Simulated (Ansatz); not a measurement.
# H10O2Si4: the cost of one run

Method: DFT PBE, Gaussian basis def2-SVP, and further levels as typed in the inputs, in Ansatz 0.2.0.

## 1. The structure to begin with

Bond lengths (14 of 15 bonds, heavy atoms first): Si1–Si2 2.244 Å, Si1–O3 1.727 Å, O3–Si4 1.721 Å, Si1–O5 1.727 Å, O5–Si6 1.724 Å, Si1–H7 1.473 Å, Si2–H8 1.470 Å, Si2–H9 1.470 Å, Si2–H10 1.470 Å, Si4–H11 1.472 Å, Si4–H12 1.470 Å, Si4–H13 1.471 Å, Si6–H14 1.470 Å, Si6–H15 1.471 Å. Angles (14 of 26 angles, heavy atoms first): Si2–Si1–O3 110.8°, Si2–Si1–O5 110.7°, O3–Si1–O5 110.8°, Si1–O3–Si4 106.9°, Si1–O5–Si6 107.9°, Si1–Si2–H8 109.8°, Si1–Si2–H9 109.3°, Si1–Si2–H10 109.5°, Si2–Si1–H7 107.1°, O3–Si1–H7 110.7°, O5–Si1–H7 106.6°, O3–Si4–H11 110.3°, O3–Si4–H12 109.0°, O3–Si4–H13 110.5°.

As a file:

```xyz
16

Si   -0.0245   -0.0996   -0.7432
Si   -0.0887    2.0444   -0.0848
O     0.7111   -1.0906    0.4649
Si    2.4144   -0.9348    0.2708
O    -1.6102   -0.6690   -1.1225
Si   -2.4490   -0.9242    0.3616
H     0.7488   -0.1441   -1.9966
H    -0.7582    2.1448    1.2200
H    -0.8254    2.8363   -1.0805
H     1.2822    2.5616    0.0344
H     2.8236   -1.4249   -1.0551
H     3.0886   -1.7457    1.2950
H     2.8268    0.4670    0.4423
H    -2.5420    0.3252    1.1314
H    -1.7827   -1.9667    1.1579
H    -3.8147   -1.3795    0.0635
```

## 2. Relaxing the atoms: H10O2Si4

File input.yaml:

```yaml
crystal:
  periodic: [false, false, false]
  atoms:
    - { symbol: Si, position_ang: [-0.024451, -0.099596, -0.743183] }
    - { symbol: Si, position_ang: [-0.088701, 2.044411, -0.084752] }
    - { symbol: O, position_ang: [0.711071, -1.090649, 0.464872] }
    - { symbol: Si, position_ang: [2.414357, -0.934786, 0.270843] }
    - { symbol: O, position_ang: [-1.610235, -0.668986, -1.122451] }
    - { symbol: Si, position_ang: [-2.449016, -0.924238, 0.36157] }
    - { symbol: H, position_ang: [0.748822, -0.144137, -1.99664] }
    - { symbol: H, position_ang: [-0.758221, 2.144797, 1.219985] }
    - { symbol: H, position_ang: [-0.825369, 2.836273, -1.080546] }
    - { symbol: H, position_ang: [1.282238, 2.561564, 0.034354] }
    - { symbol: H, position_ang: [2.823597, -1.424884, -1.055096] }
    - { symbol: H, position_ang: [3.088567, -1.74575, 1.295049] }
    - { symbol: H, position_ang: [2.826831, 0.467035, 0.44228] }
    - { symbol: H, position_ang: [-2.542046, 0.325172, 1.131372] }
    - { symbol: H, position_ang: [-1.782739, -1.966722, 1.157867] }
    - { symbol: H, position_ang: [-3.814706, -1.379504, 0.063524] }
basis:
  gaussian: { orbitals: def2-SVP }
hamiltonian:
  xc: pbe
relax:
  f_tol: 0.003
  max_steps: 150
output:
  orbitals: {}
```

Run with:

```bash
$ ansatz run input.yaml --threads 4 --pin off --max-ram 10240MiB --backend cpu --events-out ev --progress --plain --runs-dir out
```

**Question.** How long does this run take on 4 threads of Intel Xeon Gold 6455B (Sapphire Rapids), shared host, and how much memory does it need?

About 43 s, with a peak of 0.23 GiB.
